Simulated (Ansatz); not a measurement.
# BaTl₂, space group P6_3/mmc: a charge-density difference against the sublattices

Program: the Ansatz DFT code, driven from Python.

The cells in order, each with its output:

```python
import ansatz as az
import numpy as np
```

```python
vectors0 = np.array([
    [5.294107, 0.0, 0.0],
    [-2.647054, 4.584832, 0.0],
    [0.0, 0.0, 8.628339],
])
sites = [
    ("Ba", (0.0, 0.0, 0.25)),
    ("Ba", (0.0, 0.0, 0.75)),
    ("Tl", (1 / 3, 2 / 3, 0.453734)),
    ("Tl", (2 / 3, 1 / 3, 0.953734)),
    ("Tl", (2 / 3, 1 / 3, 0.546266)),
    ("Tl", (1 / 3, 2 / 3, 0.046266)),
]
```

```python
def on_lattice(cell):
    crystal = az.Crystal(lattice=az.Lattice.of(cell))
    for symbol, position in sites:
        crystal = crystal.atom(symbol, position)
    return crystal
```

```python
# one cutoff and one grid for all runs, so that the fields can be subtracted
def solve(crystal):
    return (
        crystal.calculation()
        .functional("pbesol")
        .occupations("fermi_dirac", width=0.15)
        .basis(460, grid_basis="typed")
        .kpoints(5, 5, 3)
        .density()
        .run(threads=1)
    )


whole = solve(on_lattice(vectors0))
difference = whole.density().channels[0].density_e_per_ang3.copy()
binding = whole.report["free_energy_ev"]
for element in ["Ba", "Tl"]:
    part = az.Crystal(lattice=az.Lattice.of(vectors0))
    for symbol, position in sites:
        if symbol == element:
            part = part.atom(symbol, position)
    alone = solve(part)
    difference -= alone.density().channels[0].density_e_per_ang3
    binding -= alone.report["free_energy_ev"]
    print(f"{element} sublattice: {alone.report['n_electrons']:g} electrons, {alone.report['n_iterations']} iterations")
```

    Ba sublattice: 20 electrons, 7 iterations
    Tl sublattice: 52 electrons, 6 iterations

```python
voxel = abs(np.linalg.det(vectors0)) / difference.size
print(f"energy of the crystal less its unpolarised sublattices: {binding / len(sites):.4f} eV/atom")
print(f"net charge of the difference {difference.sum() * voxel:.5f} e, charge rearranged {0.5 * np.abs(difference).sum() * voxel:.3f} e")
print(f"extremes {difference.min():.4f} and {difference.max():.4f} e/A^3")
for (symbol, position) in sites:
    index = tuple(int(round(p * n)) % n for p, n in zip(position, difference.shape))
    print(f"  change of the pseudo-density at the grid point nearest {symbol}: {difference[index]:+.4f} e/A^3")
profile = difference.mean(axis=(0, 1))
print("planar mean along the third vector:", np.round(profile[:: max(len(profile) // 12, 1)], 4))
```

    energy of the crystal less its unpolarised sublattices: -0.9940 eV/atom
    net charge of the difference -0.00000 e, charge rearranged 0.735 e
    extremes -0.0415 and 0.0224 e/A^3
      change of the pseudo-density at the grid point nearest Ba: -0.0034 e/A^3
      change of the pseudo-density at the grid point nearest Ba: -0.0034 e/A^3
      change of the pseudo-density at the grid point nearest Tl: +0.0209 e/A^3
      change of the pseudo-density at the grid point nearest Tl: +0.0209 e/A^3
      change of the pseudo-density at the grid point nearest Tl: +0.0209 e/A^3
      change of the pseudo-density at the grid point nearest Tl: +0.0209 e/A^3
    planar mean along the third vector: [-0.0065 -0.0005  0.0033  0.0003  0.0027  0.001  -0.0044 -0.0028  0.0019
      0.0018  0.0009  0.0028 -0.0015]

Caveats:
- Spin-orbit coupling, which matters for elements this heavy, is left out.
- Grid values close to the nuclei reflect the PAW or pseudopotential construction, not the all-electron fields.
- This cell is a computed structure, which may not be the phase found in nature.
- Charge moved counts every rearrangement, bonding and polarisation too, and is no transfer between atoms; the bare sublattices are artificial references. Values near the nuclei depend on the potentials.
- Finished in 10 s on 1 thread of Arm Neoverse V1 (shared host), peak memory 0.52 GiB.
